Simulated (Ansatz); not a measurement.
Write a Python script for Ansatz 0.2.0 through its Python package that makes a comparison of dispersion corrections of Cl2FGeH, SMILES [F][GeH]([Cl])[Cl]. Settings (for the species named): B3LYP, def2-SVP basis, multiplicity 1, D3BJ dispersion.

Contents of `cl2fgeh.xyz`:
```text
5

F    -0.97670    0.38810    1.42750
Ge    0.01720    0.10070    0.04340
Cl    1.12250   -1.70080    0.40530
Cl   -1.10960   -0.14660   -1.73970
H     0.99660    1.28510   -0.17800
```

Script `disp_cl2fgeh.py`:
```python
"""Dispersion corrections for Cl2FGeH."""

import ansatz as az

BASIS_SET = "def2-SVP"

cl2fgeh = az.Crystal.molecule_from_extxyz("cl2fgeh.xyz")

base = cl2fgeh.calculation().basis(gaussian=BASIS_SET)
for name in ["b3lyp", "pbe"]:
    for correction in ("d3bj", "d4"):
        rep = base.functional(name, dispersion=correction).run(threads=1).report
        print(f"{name:8s} {correction:5s} total {rep['free_energy_ev']:.5f} eV, of which dispersion {1000 * rep['dispersion']['energy']['ev']:.2f} meV")
```

```console
$ python disp_cl2fgeh.py
b3lyp    d3bj  total -84284.86183 eV, of which dispersion -237.35 meV
b3lyp    d4    total -84284.85198 eV, of which dispersion -227.50 meV
pbe      d3bj  total -84261.43999 eV, of which dispersion -120.89 meV
pbe      d4    total -84261.45720 eV, of which dispersion -138.11 meV
```

Reading the output:
- Total energies depend on the basis set; only differences at equal settings carry meaning.
- The geometry is a force-field or estimated start, not a minimum of this method, and the basis set is short of its limit. D4 holds the three-body term, and d3bj doesn't.
- b3lyp holds the VWN-RPA fit, as in Gaussian; the form of ORCA and Turbomole is b3lyp5.
- Wall time of the script: 8.5 s on 1 thread of Arm Neoverse V2 (shared host), peak memory 0.23 GiB.
